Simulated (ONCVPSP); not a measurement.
# Pseudopotential generation for Sm: ONCV, PBE

Task: generate the file, and judge it by its errors in other configurations, its logarithmic derivatives, its ghosts and its cutoff.

The numbers are computed with ONCVPSP 4.0.1 (PBE, scalar-relativistic, spin-unpolarised reference atom).

### Step 1. The design

The settings as typed:

| Property | Result |
| --- | --- |
| element | samarium (Sm, Z = 62) |
| type | optimised norm-conserving Vanderbilt (ONCV) |
| frozen core | [Kr] 4d10 |
| valence charge | 16 |
| reference configuration | 4f6 5s2 5p6 6s1.5 (charge +0.5) |
| partial waves | 5s+6s: rc 2.00 bohr, ncon 4, nbas 7, qcut 5.7 1/bohr, 2 projectors; 5p: rc 2.40 bohr, ncon 3, nbas 7, qcut 4.9 1/bohr, 2 projectors, debl 4 Ha; d scattering state at 0.19 Ha: rc 1.95 bohr, ncon 4, nbas 7, qcut 4.9 1/bohr, 2 projectors, debl 1.9 Ha; 4f: rc 1.05 bohr, ncon 5, nbas 10, qcut 19.8 1/bohr, 3 projectors, debl 3 Ha |
| local potential | polynomial inside 0.65 bohr (lpopt 5, dvloc0 0 Ha) |
| core correction | Teter function, fcfact 2.5, rcfact 1.65 |

The nodes and maxima of the atom's own shells, from an earlier all-electron run, set the scale for the radii.

All-electron outer shells of the reference configuration (PBE, scalar-relativistic, ld1.x):

| shell | level (eV) | outermost node (bohr) | outermost maximum (bohr) |
| --- | --- | --- | --- |
| 5s | -46.20 | 0.69 | 1.27 |
| 5p | -26.16 | 0.73 | 1.43 |
| 6s | -5.92 | 1.70 | 3.57 |
| 4f | -5.37 | – | 0.61 |
| 5d | -4.31 | 0.84 | 2.14 |
| 6p | -3.17 | 2.04 | 4.64 |

### Step 2. Generation

Contents of Sm.dat:

```
# ATOM AND REFERENCE CONFIGURATION
# atsym  z   nc   nv     iexc    psfile
  Sm 62.00    9    4        4      upf
#
#   n    l    f
    1    0    2.00
    2    0    2.00
    2    1    6.00
    3    0    2.00
    3    1    6.00
    3    2   10.00
    4    0    2.00
    4    1    6.00
    4    2   10.00
    4    3    6.00
    5    0    2.00
    5    1    6.00
    6    0    1.50
#
# PSEUDOPOTENTIAL AND OPTIMIZATION
# lmax
    3
#
#   l,   rc,      ep,       ncon, nbas, qcut
    0    2.00    0.00    4    7    5.70
    1    2.40    0.00    3    7    4.90
    2    1.95    0.19    4    7    4.90
    3    1.05    0.00    5   10   19.80
#
# LOCAL POTENTIAL
# lloc, lpopt,  rc(5),   dvloc0
    4    5    0.65    0.00
#
# VANDERBILT-KLEINMAN-BYLANDER PROJECTORs
# l, nproj, debl
    0    2    2.60
    1    2    4.00
    2    2    1.90
    3    3    3.00
#
# MODEL CORE CHARGE
# icmod, fcfact, rcfact
    3    2.50    1.65
#
# LOG DERIVATIVE ANALYSIS
# epsh1, epsh2, depsh
   -3.00    5.00    0.02
#
# OUTPUT GRID
# rlmax, drl
    6.00    0.01
#
# TEST CONFIGURATIONS
# ncnf
    4
# nvcnf
#   n    l    f
    4
    4    3    6.00
    5    0    2.00
    5    1    6.00
    6    0    2.00
#
    4
    4    3    6.00
    5    0    2.00
    5    1    6.00
    6    0    1.00
#
    4
    4    3    6.00
    5    0    2.00
    5    1    6.00
    6    0    0.00
#
    4
    4    3    5.00
    5    0    2.00
    5    1    6.00
    6    0    0.00
#
```

Run with:

```bash
$ oncvpsp.x < Sm.dat > Sm.out
```

Before running it: what results should come out? Wanted: cutoffs for 1 and 0.1 mHa per electron, occupied waves; bound ghosts; GHOST(+) flags; largest miss of a reference level; largest phase difference near zero energy, channels read; rms error of d²Exc/dn², without and with the model core; projector energies reset by the program.

As calculated:

| quantity | value |
| --- | --- |
| cutoffs for 1 and 0.1 mHa per electron, occupied waves | 140 Ha and 158 Ha |
| bound ghosts | s at -836.83 eV, p at -266.18 eV |
| GHOST(+) flags | s at 78 eV, d at 3 eV, f at 404 eV |
| largest miss of a reference level | 134 meV (4f) |
| largest phase difference near zero energy, channels read | 3.141 rad |
| rms error of d²Exc/dn², without and with the model core | 7.78 and 4.42 mHa |
| projector energies reset by the program | d: 0.050, 1.950 Ha |

In words: A bound ghost (s, p) makes it unfit for use: electrons can fall into a state that the atom doesn't have. Already in the reference configuration the 4f level is off by 134 meV. The potential is very hard: the looser tolerance needs 140 Ha. At the looser tolerance the 4f wave is the slowest; 5s needs 13 Ha. Near zero energy the largest phase difference among the channels read is 3.14 rad, in the d channel. A step near π is an extra or missing state, not a misfit of shape. The pseudo curves have a pole with no partner nearby in the atom's: d at 0.12 Ha. At positive energy that is a spurious or a displaced resonance. The program also flags highly localised states, GHOST(+) (s, d, f). These are tests on the free atom; a crystal test is still owed.
